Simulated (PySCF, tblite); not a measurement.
# C₄H₅F₂O radical: geometry, infrared bands and EPR parameters

Aim: predict the infrared bands and EPR parameters of C₄H₅F₂O radical (`F[CH][C@@H]1OC[C@H]1F`).

Computed with tblite 0.8.0 and PySCF 2.14.0, with density-fitted response routines of our own, on a single molecule in the gas phase. Atoms count from 0, in the outputs and in this text.

## (1) The molecule as given

12 atoms, charge 0, multiplicity 2; geometry from: force field or distance geometry start.

Bonds of the start (Å): F0–C1 1.37, C1–C2 1.47, C2–O3 1.40, O3–C4 1.38, C4–C5 1.53, C5–F6 1.38, C5–C2 1.51, C1–H7 1.08, C2–H8 1.10, C4–H9 1.11, C4–H10 1.10, C5–H11 1.11.

## (2) Relaxing the molecule with GFN2-xTB

Job settings and geometry (Å):

```
{"job": {"kind": "relax", "xc": "GFN2-xTB", "basis": "xTB"}, "charge": 0, "multiplicity": 2}
F      2.740600    -0.395300     1.014600
C      1.775600    -0.508200     0.053900
C      0.405800    -0.161900     0.453900
O     -0.487700    -1.216200     0.248300
C     -1.469000    -0.320600    -0.126100
C     -0.406800     0.724800    -0.462000
F     -0.760100     1.953600     0.054100
H      2.084400    -0.288700    -0.958100
H      0.354700     0.162500     1.507500
H     -2.033400    -0.635500    -1.029900
H     -2.088800    -0.043200     0.745300
H     -0.113900     0.728000    -1.527600
```

Command:

```bash
OMP_NUM_THREADS=1 python probes_run.py task.json out
```

One launch serves the whole session: the jobs run in the order shown.

**Question.** This job is followed by: GFN2-xTB harmonic vibrations, gas phase; UKS B3LYP, pcH-1 on C F H O, non-relativistic, mean-field spin-orbit, GIAO. What will the session give for the following? strongest single infrared mode (GFN2-xTB); zero-point energy (GFN2-xTB); g(iso) (B3LYP); ⟨S²⟩; largest a(iso); potential on the surface of density 0.002 e/bohr³, 1st and 99th percentile.

**Answer**, as computed:

```
                                                                  quantity                 value
                                 strongest single infrared mode (GFN2-xTB)  1350 cm⁻¹, 69 km/mol
                                              zero-point energy (GFN2-xTB)         51.8 kcal/mol
                                                            g(iso) (B3LYP)               2.00357
                                                                      ⟨S²⟩    0.754 (exact 0.75)
                                                            largest a(iso)  19F on F0, 166.8 MHz
potential on the surface of density 0.002 e/bohr³, 1st and 99th percentile    -1.36 V and 1.31 V
```

What this shows: Over 74 steps the energy fell by 0.473 eV; of the close pairs, C2–C5 changed most, 1.512 to 1.562 Å. No mode is imaginary among the 30: a minimum at this level. The strongest single mode, at 1350 cm⁻¹, has its largest shares on C1, H8 and C2 (the list is cut at 3 atoms). GFN2-xTB is a fitted tight-binding method: band positions and strengths are rough. Its intensities can rank the bands wrongly. Most of the unpaired spin sits on C1 (0.92 e). The isotropic g lies 1.2 ppt above the free-electron value. These values are for one conformer; the search (at its own cheap level) found 2 more, at 0.00, 0.79 kcal/mol (those within 0.05 may be mirror or relabelled copies), and measured spectra average over such forms.
